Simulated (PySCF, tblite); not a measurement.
# C₆H₇FN₂O: geometry, infrared bands and NMR shifts

Aim: predict the infrared bands and NMR shifts of C₆H₇FN₂O (`CC(=O)c1cn(C)nc1F`).

The runs use tblite 0.8.0 and PySCF 2.14.0, with density-fitted response routines of our own; the level of theory stands in each step. All values are computed, except where a source is named. Atoms count from 0, in the outputs and in this text.

## (1) The molecule as given

17 atoms, charge 0, multiplicity 1; geometry from: force field or distance geometry start.

Bonds of the start (Å): C0–C1 1.49, C1–O2 1.24, C1–C3 1.45, C3–C4 1.39, C4–N5 1.37, N5–C6 1.45, N5–N7 1.34, N7–C8 1.33, C8–F9 1.34, C8–C3 1.40, C0–H10 1.09, C0–H11 1.09, C0–H12 1.11, C4–H13 1.07, C6–H14 1.10, C6–H15 1.09, C6–H16 1.09.

## (2) Geometry optimisation with GFN2-xTB

Job settings and geometry (Å):

```
{"job": {"kind": "relax", "xc": "GFN2-xTB", "basis": "xTB"}, "charge": 0, "multiplicity": 1}
C     -2.928900     0.638900     0.031900
C     -1.778900     0.077200     0.795100
O     -1.927000    -0.353500     1.953200
C     -0.470700     0.042900     0.162500
C      0.698100    -0.451300     0.737300
N      1.667100    -0.290100    -0.214600
C      3.065700    -0.645100    -0.096500
N      1.231500     0.271800    -1.347800
C     -0.066200     0.456100    -1.108200
F     -0.902600     1.004000    -2.006100
H     -2.746500     1.685700    -0.222100
H     -3.111600     0.052500    -0.872500
H     -3.846300     0.598400     0.658000
H      0.903200    -0.884100     1.698400
H      3.241900    -1.074800     0.895200
H      3.662600     0.257600    -0.205000
H      3.301600    -1.374100    -0.868600
```

Run with:

```
OMP_NUM_THREADS=1 python probes_run.py task.json out
```

One launch serves the whole session: the jobs run in the order shown.

**Question.** This job is followed by: GFN2-xTB harmonic vibrations, gas phase; GIAO PBE0/pcSseg-1 NMR shielding, non-relativistic, gas phase. Predict these results of the whole session: strongest single infrared mode (GFN2-xTB); zero-point energy (GFN2-xTB); ¹³C shifts against TMS (PBE0/pcSseg-1); ¹H shifts against TMS (PBE0/pcSseg-1, means over atoms taken as alike); ¹⁷O shifts against H2O (PBE0/pcSseg-1); ¹⁵N shifts against NH3 (PBE0/pcSseg-1); ¹⁹F shifts against CFCl3 (PBE0/pcSseg-1).

As calculated:

```
                                                              quantity                                       value
                             strongest single infrared mode (GFN2-xTB)                       1729 cm⁻¹, 353 km/mol
                                          zero-point energy (GFN2-xTB)                               78.3 kcal/mol
                                ¹³C shifts against TMS (PBE0/pcSseg-1)  193.3, 170.9, 138.5, 114.6, 40.6, 32.3 ppm
¹H shifts against TMS (PBE0/pcSseg-1, means over atoms taken as alike)                        7.64, 3.86, 2.49 ppm
                                ¹⁷O shifts against H2O (PBE0/pcSseg-1)                                   622.0 ppm
                                ¹⁵N shifts against NH3 (PBE0/pcSseg-1)                            312.3, 209.1 ppm
                              ¹⁹F shifts against CFCl3 (PBE0/pcSseg-1)                                  -130.1 ppm
```

Over 33 steps the energy fell by 0.156 eV; of the close pairs, C1–O2 changed most, 1.244 to 1.211 Å. The lowest mode is imaginary (35i cm⁻¹), so the xTB geometry is not a minimum. The strongest single mode, at 1729 cm⁻¹, moves mainly C1 and O2. GFN2-xTB is a fitted tight-binding method: band positions and strengths are rough. Its intensities can rank the bands wrongly. The most deshielded carbon is C1 (ketone carbonyl carbon), at 193.3 ppm: the double bond to the heteroatom, with no lone-pair donor beside it, deshields it most. At PBE0/pcSseg-1: The widest tensor belongs to O2: span 1168 ppm, with a paramagnetic part of -687 ppm. NICS(1)zz of -24 ppm above the planar ring from C3 marks a diatropic (aromatic) ring current.
